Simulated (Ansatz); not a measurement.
# Ti2GeRu3: the cost of one run

Program: Ansatz 0.2.0. Level of theory: DFT PBE, scalar-relativistic, plane waves, PAW. These are calculated values, not measurements.

### Step 1. Starting point

The structure is hexagonal, space group P6_3/mmc (No. 194). Conventional cell: a = 3.232 Å, b = 3.232 Å, c = 18.636 Å, α = 90.00°, β = 90.00°, γ = 120.00°. Ti (site symmetry 3m) has 6 Ru at 2.20 to 2.30 Å in its first shell of neighbours. Ge (site symmetry -6m2) is surrounded by 6 Ru at 2.84 Å and 6 Ge at 3.23 Å. Around Ru (site symmetry -3m) lie 6 Ti at 2.30 Å. Ru (site symmetry 3m) is surrounded by 3 Ti at 2.20 Å and 3 Ge at 2.84 Å.

Coordinates:

```
Ti Ge Ru
1.0
     3.23232    0.00000    0.00000
    -1.61616    2.79927    0.00000
     0.00000    0.00000   18.63587
Ti Ge Ru
4 2 6
Direct
  0.33333 0.66667 0.92800
  0.66667 0.33333 0.42800
  0.66667 0.33333 0.07200
  0.33333 0.66667 0.57200
  0.00000 0.00000 0.25000
  0.00000 0.00000 0.75000
  0.00000 0.00000 0.50000
  0.00000 0.00000 0.00000
  0.33333 0.66667 0.36500
  0.66667 0.33333 0.86500
  0.66667 0.33333 0.63500
  0.33333 0.66667 0.13500
```

(A quick probe on a coarse mesh, which set the mesh and smearing, is not shown.)

### Step 3. Coarse relaxation

Contents of input.yaml:

```yaml
crystal:
  lattice:
    - [3.232323178, 0.0, 0.0]
    - [-1.616161589, 2.7992739853, 0.0]
    - [0.0, 0.0, 18.6358697883]
  atoms:
    - { symbol: Ti, position: [0.3333333333, 0.6666666667, 0.928] }
    - { symbol: Ti, position: [0.6666666667, 0.3333333333, 0.428] }
    - { symbol: Ti, position: [0.6666666667, 0.3333333333, 0.072] }
    - { symbol: Ti, position: [0.3333333333, 0.6666666667, 0.572] }
    - { symbol: Ge, position: [0.0, 0.0, 0.25] }
    - { symbol: Ge, position: [0.0, 0.0, 0.75] }
    - { symbol: Ru, position: [0.0, 0.0, 0.5] }
    - { symbol: Ru, position: [0.0, 0.0, 0.0] }
    - { symbol: Ru, position: [0.3333333333, 0.6666666667, 0.365] }
    - { symbol: Ru, position: [0.6666666667, 0.3333333333, 0.865] }
    - { symbol: Ru, position: [0.6666666667, 0.3333333333, 0.635] }
    - { symbol: Ru, position: [0.3333333333, 0.6666666667, 0.135] }
basis:
  ecutwfc: 420
kpoints:
  mp_grid: { grid: [6, 6, 1] }
hamiltonian:
  xc: pbe
scf:
  occupations: { method: gaussian, width: 0.1 }
  lower_state_search: "off"
output:
  forces: true
  stress: true
  eigenvalues: true
relax:
  adjacent_minimum: "off"
  f_tol: 0.04
  max_steps: 70
  cell: { stress_tol: 0.4 }
```

The run is started by

```console
ansatz run input.yaml --threads 1 --pin off --max-ram 2560MiB --backend cpu --events-out ev --progress --plain --runs-dir out
```

Q: Estimate wall time and peak memory on 1 thread of Arm Neoverse V1, shared host.

About 2.2 min, with a peak of 0.56 GiB.
